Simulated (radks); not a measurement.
# Ga⁴⁺ in [Ne] 3s2 3p5 3d9 4s1: an all-electron calculation

One table from this session's results is given with a row withheld; the runs are named, their logs left out.

The numbers are computed with radks (a radial shooting solver on a logarithmic mesh, Libxc functionals) version 1 (non-relativistic Kohn-Sham, PW91, spin-unpolarised, spherical densities, point nucleus), except any that are marked as measured or tabulated.

## Starting point

```
element       : gallium (Z = 31)
charge        : +4
electrons     : 27
configuration : [Ne] 3s2 3p5 3d9 4s1
```

Outer shells as boxes (Hund's rule):

Ga⁴⁺
```
[Ne] core
3s [↑↓]
3p [↑↓][↑↓][↑ ]
3d [↑↓][↑↓][↑↓][↑↓][↑ ]
4s [↑ ]
```

The first run:

Settings of this run:

```text
Z 31
configuration [Ne] 3s2 3p5 3d9 4s1
relativity non-relativistic
functional pw91,pw91
spin unpolarised
nucleus point
```

Started as:

```bash
python run_ks.py task.json out
```

This one command runs every case of the session in turn.

One of the session's tables, all rows but one given; the rest of the session is left out.

It belongs to the step «Orbitals and density». Radial moments (bohr):

| level | <r> | outermost maximum (interpolated) | 90 % within | nodes |
| --- | --- | --- | --- | --- |
| 1s | 0.04942 | 0.0326 | 0.0880 | 0 |
| 2s | 0.2215 | 0.186 | 0.342 | 1 |
| 2p | 0.1921 | 0.148 | 0.313 | 0 |
| 3s | 0.6515 | 0.570 | 0.971 | 2 |
| 3p | 0.6657 | 0.565 | 1.02 | 1 |
| 3d | ? | ? | ? | ? |
| 4s | 1.776 | 1.59 | 2.58 | 3 |

**Question.** Estimate the row for 3d.

As computed: <r>: 0.7118; outermost maximum (interpolated): 0.516; 90 % within: 1.18; nodes: 0. In the column «<r>» it lies between 3p (0.6657) and 4s (1.776).
